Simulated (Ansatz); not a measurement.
# HgPd: one contact scaled

An exercise on one series of results from a longer session: the logs are not shown, and one member is left open.

Computed with Ansatz 0.2.0 (DFT, r2SCAN, PAW with Ansatz's default frozen-core files, scalar-relativistic, unless a step's input says otherwise).

1 further run of the same task is left out (it didn't finish).

## The structure to begin with

It takes space group P4/mmm (No. 123, tetragonal). Conventional cell: a = 3.026 Å, b = 3.026 Å, c = 3.702 Å, α = 90.00°, β = 90.00°, γ = 90.00°. Hg (site symmetry 4/mmm) has 8 Pd at 2.83 Å and 4 Hg at 3.03 Å as nearest neighbours. Pd (site symmetry 4/mmm) is surrounded by 8 Hg at 2.83 Å and 4 Pd at 3.03 Å.

Coordinates:

```cif
data_structure
_symmetry_space_group_name_H-M 'P4/mmm'
_symmetry_Int_Tables_number 123
_cell_length_a 3.0260
_cell_length_b 3.0260
_cell_length_c 3.7020
_cell_angle_alpha 90.000
_cell_angle_beta 90.000
_cell_angle_gamma 90.000
_cell_volume 33.90
loop_
_atom_site_label
_atom_site_type_symbol
_atom_site_symmetry_multiplicity
_atom_site_Wyckoff_symbol
_atom_site_fract_x
_atom_site_fract_y
_atom_site_fract_z
_atom_site_occupancy
Hg1 Hg 1 a 0.00000 0.00000 0.00000 1
Pd1 Pd 1 d 0.50000 0.50000 0.50000 1
```

The file gives the conventional cell by its symmetry; the runs use the cell typed in the input.

Atoms are numbered in the order of the input: Hg1, Pd2.

The first run:

input.yaml reads:

```yaml
crystal:
  lattice:
    - [3.026, 0.0, 0.0]
    - [0.0, 3.026, 0.0]
    - [0.0, 0.0, 3.702]
  atoms:
    - { symbol: Hg, position: [0.0, 0.0, 0.0] }
    - { symbol: Pd, position: [0.5, 0.5, 0.5] }
kpoints:
  mp_grid: { grid: [10, 10, 8] }
scf:
  occupations: { method: fermi_dirac, width: 0.05 }
hamiltonian:
  xc: r2scan
  pseudopotentials: { kind: paw }
output:
  forces: true
  stress: true
  eigenvalues: true
  efg: { contact_densities: true }
  populations: true
  write_density: true
  write_potential: true
  elf: true
  volumetric_format: npy
```

Command:

```
ansatz run input.yaml --threads 1 --pin off --max-ram 2048MiB --backend cpu --events-out ev --progress --plain --runs-dir out
```

Steps of the session up to this table: Shortest bond scaled by 1, PAW; Shortest bond scaled by 1.1, PAW; Shortest bond scaled by 0.76, PAW; Shortest bond scaled by 0.7, PAW; Shortest bond scaled by 0.64, PAW; Shortest bond scaled by 0.64, PAW (cutoff 600 eV).

One table of the session follows, with a row left open; its other results are not shown here.

```
             method  length (Å)  F from the given length (eV/cell)  force along the bond (eV/Å)  pressure (GPa)  largest force (eV/Å)
                PAW       1.811                             10.674                       44.332          140.78                44.366
                PAW       1.980                                  ?                            ?               ?                     ?
                PAW       2.150                              2.415                       11.309           45.69                11.366
                PAW       2.829                              0.000                        0.000            4.42                 0.000
                PAW       3.112                              0.249                       -1.968            9.90                 2.019
PAW (cutoff 600 eV)       1.811                                  –                       44.317          140.72                44.350
```

Q: Estimate the row for PAW, 1.980 from the others.

**Answer.** F from the given length (eV/cell): 5.188; force along the bond (eV/Å): 22.606; pressure (GPa): 81.31; largest force (eV/Å): 22.651.

Caveats from the session: Warnings in the runs' records: gradients without spin orbit.
